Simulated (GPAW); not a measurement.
# MoSe (P3m1) in GPAW: single point with PBE

Aim: the single point of MoSe with PBE.

Everything below comes from runs of GPAW 26.7.0. Logs are shortened: lines on timing, memory, paths and dates and some standing lists are left out, and cuts for length are marked. The log counts tension as positive stress, the text compression.

### 1 The structure

The structure is trigonal, space group P3m1 (No. 156). The conventional cell has a = 3.471 Å, b = 3.471 Å, c = 4.373 Å, α = 90.00°, β = 90.00°, γ = 120.00°. Around Mo (site symmetry 3m) lie 3 Se at 2.04 Å. Se (site symmetry 3m) has 3 Mo at 2.04 Å as nearest neighbours.

The cell was built by a generator and needn't be a form met in nature.

### 2 Single point, PBE

run.py reads:

```python
from ase.dft.bandgap import bandgap
from ase.io import read, write
from ase.units import GPa
from gpaw import GPAW, PW

atoms = read('POSCAR')

calc = GPAW(mode=PW(450),
            xc='PBE',
            kpts={'size': (7, 7, 5), 'gamma': True},
            occupations={'name': 'fermi-dirac', 'width': 0.05},
            nbands=20,
            maxiter=120,
            txt='gpaw.txt')
atoms.calc = calc
energy = atoms.get_potential_energy()
forces = atoms.get_forces()
stress = atoms.get_stress()
calc.write('gs.gpw')
write('result.traj', atoms)
print(f'Energy: {energy:.6f} eV')
print('Forces (eV/A):')
print(forces.round(4))
print('Stress (GPa):', (stress / GPa).round(3))
print('Fermi level:', round(calc.get_fermi_level(), 4), 'eV')
print(f'Gap: {bandgap(calc)[0]:.4f} eV, direct: {bandgap(calc, direct=True)[0]:.4f} eV')
```

POSCAR reads:

```
MoSe
1.0
    3.4706685925      0.0000000000      0.0000000000
   -1.7353342963      3.0056871692      0.0000000000
    0.0000000000      0.0000000000      4.3727953400
Mo Se
1 1
Direct
    0.6666666700      0.3333333300      0.0254445500
    0.3333333367      0.6666666633      0.1184304700
```

Potentials or basis: GPAW PAW data sets (gpaw-data 1.2.1), pw.

Run with:

```
OMP_NUM_THREADS=1 python run.py
```

gpaw.txt:

```text
__  _  _
 | _ |_)|_||  |
 |__||  | ||/\| - 26.7.0

Input parameters:
  mode=PW(ecut=450.00000000000006),
  kpts=MonkhorstPack(size=(7, 7, 5), gamma=True),
  maxiter=120,
  nbands=20,
  occupations=Occupations(name='fermi-dirac', width=0.05),
  xc=XC(name='PBE')

Diagonalizing LCAO Hamiltonian
Converting LCAO to pw mode

        Se

           Mo

Atoms  # Å, Bohr magnetons
|   | symbol |        x |        y |        z |    initial magnetic moments |
|---|--------|----------|----------|----------|-----------------------------|
| 0 |     Mo | 1.735334 | 1.001896 | 0.111264 | ( 0.0000,  0.0000,  0.0000) |
| 1 |     Se | 0.000000 | 2.003791 | 0.517872 | ( 0.0000,  0.0000,  0.0000) |

Unit cell  # Å
| periodic |         x |        y |        z |  lengths |     angles |
|----------|-----------|----------|----------|----------|------------|
|      yes |  3.470669 | 0.000000 | 0.000000 | 3.470669 |  90.000000 |
|      yes | -1.735334 | 3.005687 | 0.000000 | 3.470669 |  90.000000 |
|      yes |  0.000000 | 0.000000 | 4.372795 | 4.372795 | 120.000000 |

Number of symmetries: 6
Symmetry operations  # r_c * U_cc + t_c -> r_c
|   | kind |            matrix            |
|---|------|------------------------------|
| 0 |  σ   |  1, 1, 0,  0,-1, 0,  0, 0, 1 |
| 1 |  E   |  1, 0, 0,  0, 1, 0,  0, 0, 1 |
| 2 |  C3  |  0, 1, 0, -1,-1, 0,  0, 0, 1 |
| 3 |  σ   |  0,-1, 0, -1, 0, 0,  0, 0, 1 |
| 4 |  σ   | -1, 0, 0,  1, 1, 0,  0, 0, 1 |
| 5 |  C3  | -1,-1, 0,  1, 0, 0,  0, 0, 1 |

BZ-sampling:
  Number of BZ points: 245
  Number of IBZ points: 32

  Monkhorst-Pack size: [7, 7, 5]
  Monkhorst-Pack shift: [0, 0, 0]

K-points  # in reciprocal-cell coordinates
|     |                                coordinates |     weight |
|-----|--------------------------------------------|------------|
|   0 | (  0.00000000,   0.00000000,   0.00000000) | 0.00408163 |
|   1 | (  0.00000000,   0.00000000,   0.20000000) | 0.00816327 |
|   2 | (  0.00000000,   0.00000000,   0.40000000) | 0.00816327 |
|   3 | (  0.14285714,   0.00000000,  -0.40000000) | 0.02448980 |
|   4 | (  0.14285714,   0.00000000,  -0.20000000) | 0.02448980 |
|   5 | (  0.14285714,   0.00000000,   0.00000000) | 0.02448980 |
|   6 | (  0.14285714,   0.00000000,   0.20000000) | 0.02448980 |
|   7 | (  0.14285714,   0.00000000,   0.40000000) | 0.02448980 |
|   8 | (  0.28571429,  -0.14285714,   0.00000000) | 0.02448980 |
|   9 | (  0.28571429,  -0.14285714,   0.20000000) | 0.04897959 |
| ... |                                            |            |
|  31 | (  0.42857143,   0.42857143,   0.40000000) | 0.04897959 |

Plane wave coefficients: 1002
Cutoff: 450.00000000000006 eV

Spin-components: 1 (collinear spins)
Bands:           20
Projectors:      11
Spin-degeneracy: 2
Datatype:        complex128

Parallelization:
  kpt:    1
  domain: 1
  band:   1

Density:
  Valence electrons: 20.0
  Components: 1
  Grid points: [18 18 24]
  Charge: 0.0  # |e|

Potential:
  Grid points: [18 18 24]

species:
  Mo:
    name:    Molybdenum
    Z:       42.0
    valence: 14
    core:    28
    charge:  0.0  # [|e|]
    compensation charges:
      type: gauss
      rc: 0.38  # [Å]
      lmax: 2
    cutoffs:
      filter: 2.16  # [Å]
      core: 1.42  # [Å]
    projectors
    | kind |    occ | energy [eV] | rcut [Å] |
    |------|--------|-------------|----------|
    |   4s |  2.000 |     -64.307 |    1.238 |
    |   5s |  1.000 |      -4.084 |    1.238 |
    |   4p |  6.000 |     -38.491 |    1.296 |
    |   5p |  0.000 |      -1.044 |    1.296 |
    |   4d |  5.000 |      -3.754 |    1.296 |
    |    d |        |      23.458 |    1.296 |

    Using partial waves for Mo as LCAO basis

  Se:
    name:    Selenium
    Z:       34.0
    valence: 6
    core:    28
    charge:  0.0  # [|e|]
    compensation charges:
      type: gauss
      rc: 0.27  # [Å]
      lmax: 2
    cutoffs:
      filter: 1.77  # [Å]
      core: 2.67  # [Å]
    projectors
    | kind |    occ | energy [eV] | rcut [Å] |
    |------|--------|-------------|----------|
    |   4s |  2.000 |     -17.277 |    0.847 |
    |   4p |  4.000 |      -6.512 |    1.005 |
    |    s |        |       9.935 |    0.847 |
    |    p |        |      20.699 |    1.005 |
    |    d |        |       0.000 |    0.847 |

    Using partial waves for Se as LCAO basis

Reference energy: -176237.604762  # eV

eigensolver:
  PPCG
  Converge bands: occupied
  niter=2

density mixing:
  MSR1-Mixer
  Pratt-step length: 0.05
  Maximum mixing coefficient: 0.75
  Old densities: 10
  SVD Regularization: 0.005
  Good broyden scale: 1.0
  Trust region scale: 1.0
  Backstep threshold: 4.0
  History deletion threshold: 6.0
  Fourier metric: weight=20.0, sigma=0.015

occupation numbers:
  Fermi-Dirac:
    width: 0.0500  # eV

poisson solver:
  ecut: 3600.0000000000005  # eV

xc functional:
  name: PBE with 2 nearest neighbor stencil

convergence criteria:
- Maximum [total energy] change in last 3 cyles: 0.0005 eV / valence electron
- Maximum integral of absolute [dens]ity change: 0.0001 electrons / valence electron
- Maximum integral of absolute [eigenst]ate change: 4e-08 eV^2 / valence electron
maximum number of iterations: 120

SCF iterations
|iter     | |      energy | eigst |  dens |
|---------|-|-------------|-------|-------|
|iter:   1| |   -8.645101 | +0.54 |       |
|iter:   2| |   -8.551871 | -1.58 | -1.16 |
|iter:   3| |   -8.248596 | -1.52 | -1.21 |
|iter:   4| |   -8.255319 | -2.71 | -1.74 |
|iter:   5| |   -8.258677 | -3.33 | -2.15 |
|iter:   6| |   -8.258756c| -4.47 | -2.59 |
|iter:   7| |   -8.258945c| -4.95 | -2.95 |
|iter:   8| |   -8.258937c| -6.45 | -3.70 |
|iter:   9| |   -8.258937c| -7.34 | -4.21c|
|iter:  10| |   -8.258937c| -7.93c| -4.79c|

Converged in 10 steps
Energy contributions relative to reference atoms: (reference = -176237.604762)

Energy contributions:
  Kinetic:          79.741764
  Coulomb:         -66.463551
  Zero:             -0.786204
  External:          0.000000
  Xc:              -20.732245
  Entropy:          -0.037401
  Spinorbit:         0.000000
  ----------------------------
  Free energy:      -8.277637
  Extrapolated:     -8.258937

dipole moment: (0.620145, -0.358026, -20.274430)  # |e|*Ang

Fermi level: 7.029
Eigenvalues  # (at kpt = [0.000, 0.000, 0.000])
| band index |      eig [eV] | occ [0-2] |
|------------|---------------|-----------|
|          0 |       -53.106 |     2.000 |
|          1 |       -27.779 |     2.000 |
|          2 |       -27.779 |     2.000 |
|          3 |       -27.084 |     2.000 |
|          4 |        -8.358 |     2.000 |
|          5 |         0.628 |     2.000 |
[... 9 lines left out ...]
|         15 |        18.742 |     0.000 |
|         16 |        18.742 |     0.000 |
|        ... |               |           |
|         19 |        22.153 |     0.000 |

No gap
No difference between direct/indirect transitions

Forces  # eV/Ang
|        x |       y |        z |
|----------|---------|----------|
| -0.00000 | 0.00000 | -6.16538 |  # Mo   0
|  0.00000 | 0.00000 |  6.16502 |  # Se   1

Stress tensor  # eV/Ang^3
|         x |         y |         z |
|-----------|-----------|-----------|
| -0.631253 | -0.000000 | -0.000000 |
| -0.000000 | -0.631253 |  0.000000 |
| -0.000000 |  0.000000 | -0.011384 |

# Writing to gs.gpw (mode='')
```

It took 12 s on 1 thread of Arm Neoverse V2, shared host; peak memory 0.14 GiB.

What came out:

- Free energy: -8.2776 eV
- Pressure: 68.0 GPa
- Largest force: 6.165 eV/Å
- Band gap on the k mesh: none (metal or under the smearing width)

Forces in eV/Å, atoms in the order of the input:
```
Mo   0.000  0.000 -6.165
Se   0.000  0.000  6.165
```

Levels at points of the mesh, in eV from the Fermi level:
```
           k point  band 7  band 8  band 9  band 10  band 11  band 12  band 13  band 14
(0.00, 0.00, 0.00)   -6.40   -4.58   -0.75     0.09     0.09     4.48     7.17     8.28
```

Caveat: the cutoff is short for stress and forces, so pressures can be off by a GPa or more; a pressure of tens of GPa on the cell as given is suspect, and the run, the potentials or the cell itself is likely at fault; this functional lacks dispersion, which binds the layers, so the pressure and a relaxed spacing across them are unreliable.
